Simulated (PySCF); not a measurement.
# [La(P5)2]+: other functionals and bases at one geometry

An exercise on one series of results from a longer session: the logs are not shown, and one member is left open.

Computed with PySCF 2.14.0. Level: several levels, as the steps say, no spin–orbit coupling.

3 further runs of the same task are left out: 1 for a known fault of the program, 2 that didn't finish.

## The starting structure

11 atoms, charge 1, spin multiplicity 1.

Bond lengths: La1–P2 3.185 Å, La1–P3 3.218 Å, La1–P4 3.196 Å, La1–P5 3.157 Å, La1–P6 3.148 Å, La1–P7 3.185 Å, La1–P8 3.218 Å, La1–P9 3.196 Å, La1–P10 3.157 Å, La1–P11 3.148 Å, P2–P3 2.148 Å, P2–P6 2.159 Å, P3–P4 2.159 Å, P4–P5 2.151 Å, P5–P6 2.152 Å, P7–P8 2.148 Å, P7–P11 2.159 Å, P8–P9 2.160 Å and more. Angles: P2–La1–P3 39.2°, P2–La1–P4 66.1°, P2–La1–P5 66.5°, P2–La1–P6 39.9°, P2–La1–P7 142.3°, P2–La1–P8 104.1°, P2–La1–P9 89.6°, P2–La1–P10 113.0°, P2–La1–P11 152.8°, P3–La1–P4 39.3°, P3–La1–P5 66.3°, P3–La1–P6 66.5°, P3–La1–P7 104.2°, P3–La1–P8 69.6°, P3–La1–P9 74.6°, P3–La1–P10 112.9°, P3–La1–P11 135.4°, P4–La1–P5 39.6° and more.

As a file:

```xyz
11

La    0.85093   -0.00376   -0.00001
P    -0.17737    1.82995    2.39282
P    -1.79202    0.57026    1.74447
P    -1.16904   -1.48308    1.98674
P     0.82615   -1.47784    2.79143
P     1.45114    0.56703    3.03673
P    -0.17847   -1.82829   -2.39915
P    -1.79232   -0.56988   -1.74640
P    -1.16800    1.48401   -1.98153
P     0.82704    1.48012   -2.78623
P     1.45082   -0.56436   -3.03887
```

Formal oxidation states: La +3. The 4f shell is empty and lies in the core potential. An earlier session relaxed this geometry at PBE, La lcecp-1-SVP with ECP46, P def2-SVP (singlet, point group C2).

At PBE on the finer grid: E = -3442.526834 Eh, HOMO -9.93 eV, LUMO -8.64 eV, Mulliken charge on La1 +0.81 e, largest force component 0.022 eV/Å. The large-core potential holds the 4f shell empty.

Levels to run: BLYP; HF; TPSS; TPSSh; PBE, TZVP. Hardware: 4 threads of Arm Neoverse V2, shared host.

The first run:

Input file run.py (the lines that set the calculation):

```python
mol = gto.M(atom='''
La     0.85093    -0.00376    -0.00001
P     -0.17737     1.82995     2.39282
P     -1.79202     0.57026     1.74447
P     -1.16904    -1.48308     1.98674
P      0.82615    -1.47784     2.79143
P      1.45114     0.56703     3.03673
P     -0.17847    -1.82829    -2.39915
P     -1.79232    -0.56988    -1.74640
P     -1.16800     1.48401    -1.98153
P      0.82704     1.48012    -2.78623
P      1.45082    -0.56436    -3.03887''',
    basis={'La': 'lcecp-1-SVP', 'P': 'def2-SVP'},
    ecp={'La': 'lcecp-1-SVP'},
    charge=1, spin=0)
mf = dft.RKS(mol, xc='BLYP')
mf.grids.atom_grid = (75, 302)  # f atoms: unpruned, at least (60, 302)
mf = mf.density_fit()  # fitting sets: La AutoAux, P def2-universal-JKFIT
mf.conv_tol = 1e-08; mf.max_cycle = 55
mf.kernel(dm0)  # dm0: the density of the relaxed state
```

Launch:

```bash
> OMP_NUM_THREADS=4 python run.py
```

Among the steps run: BLYP; HF; TPSS; TPSSh; PBE, TZVP.

One of the session's tables, all rows but one given; the rest of the session is left out.

| level | HOMO (eV) | gap (eV) | charge on La1 (e) | dipole (D) | largest force component (eV/Å) |
| --- | --- | --- | --- | --- | --- |
| PBE (relaxed here) | -9.93 | 1.28 | 0.81 | 2.29 | 0.02 |
| BLYP | -9.63 | 1.27 | 0.66 | 2.22 | 0.35 |
| HF | -12.93 | 7.58 | 1.26 | 2.71 | 0.78 |
| TPSS | ? | ? | ? | ? | ? |
| TPSSh | -10.46 | 2.02 | 1.05 | 2.52 | 0.28 |
| PBE, TZVP | -9.69 | 1.26 | 1.05 | 2.21 | 0.37 |

Estimate the missing values for TPSS.

As computed: HOMO (eV): -10.06; gap (eV): 1.40; charge on La1 (e): 1.01; dipole (D): 2.47; largest force component (eV/Å): 0.10. In the column «HOMO (eV)» it lies between TPSSh (-10.46) and PBE (relaxed here) (-9.93).

The dipole of a charged species depends on the origin, so these sizes hold for this origin alone.

In one basis the HOMO–LUMO gap runs from 1.27 eV (BLYP) to 7.58 eV (HF). The largest leftover force, 0.78 eV/Å with HF, stands at a geometry relaxed at another level. With 4f in the core, its levels are missing from HOMO and gap, and its count is fixed, so no charge can pass from the ligands into it. Total energies of different levels can't be compared.
